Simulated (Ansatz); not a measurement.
YSe, space group Fm-3m: an all-electron equation of state, run with the Ansatz DFT code, driven from Python.

The script, `yse_eos_lapw.py`:
```python
"""All-electron equation of state of YSe."""

import warnings

import ansatz as az
from ase.eos import EquationOfState
from ase.units import GPa
import numpy as np

VECTORS = np.array([
    [0.0, 2.8515, 2.8515],
    [2.8515, 0.0, 2.8515],
    [2.8515, 2.8515, 0.0],
])
SITES = [
    ("Y", (0.5, 0.5, 0.5)),
    ("Se", (0.0, 0.0, 0.0)),
]


def crystal_on(cell):
    crystal = az.Crystal(lattice=az.Lattice.of(cell))
    for symbol, position in SITES:
        crystal = crystal.atom(symbol, position)
    return crystal


def main() -> None:
    warnings.simplefilter("ignore", az.DeckWarning)

    volumes, energies = [], []
    for scale in np.linspace(0.94, 1.06, 5):
        cell = VECTORS * scale ** (1 / 3)
        job = (
            crystal_on(cell).calculation()
            .functional("lda")
            .occupations("Gaussian")
            .mixing("anderson", preconditioner="kerker_dos")
            .kpoints(7, 7, 7)
            .pseudopotentials("all_electron", lapw=True)
        )
        summary = job.run(threads=1, pin="off").report
        volumes.append(abs(np.linalg.det(cell)) / len(SITES))
        energies.append(summary["free_energy_ev"] / len(SITES))
        print(f"{scale:.3f} {volumes[-1]:9.4f} A^3/atom {energies[-1]:16.5f} eV/atom  +- {1000 * summary['lapw_basis_errors']['total_ev_per_atom']:.2f} meV")
    v0, e0, bulk = EquationOfState(volumes, energies, eos="birchmurnaghan").fit()
    print(f"V0 = {v0:.4f} A^3/atom, B0 = {bulk / GPa:.1f} GPa")


if __name__ == "__main__":
    main()
```

From its runs, with one value withheld:

| V (Å³/atom) | F less the lowest row shown (meV/atom) |
| --- | --- |
| 21.795 | ? |
| 22.490 | 0.00 |
| 23.186 | 6.39 |
| 23.881 | 23.30 |
| 24.577 | 49.12 |

What is the missing energy at 21.795 Å³ an atom?

A third-order Birch-Murnaghan fit, E = E0 + (9 V0 B0 / 16) [(t - 1)³ B' + (t - 1)² (6 - 4t)] with t = (V0/V)^(2/3), through the 4 rows shown gives V0 = 22.462 Å³, B0 = 93.0 GPa, B' = 4.43 and E0 = -0.01 meV. At V = 21.795 Å³, t = 1.02031, and the fit extrapolates to 6.07 meV. The run gave 6.06 meV, a miss of 0.01 meV.

Caveats:
- These settings explore the input space; cutoff and mesh may be short of convergence.
- No spin polarisation was allowed.
- The mesh is modest for a metal, so energies can be off by several to tens of meV an atom and pressures by half a GPa or more; differences at equal mesh fare better.
- The structure is a deposited one; some such entries were measured under pressure or heat, so a shift against it needn't be the functional's error alone.
- The whole script took 55 s on 1 thread of Arm Neoverse N1, on a shared host, peak memory 0.36 GiB.
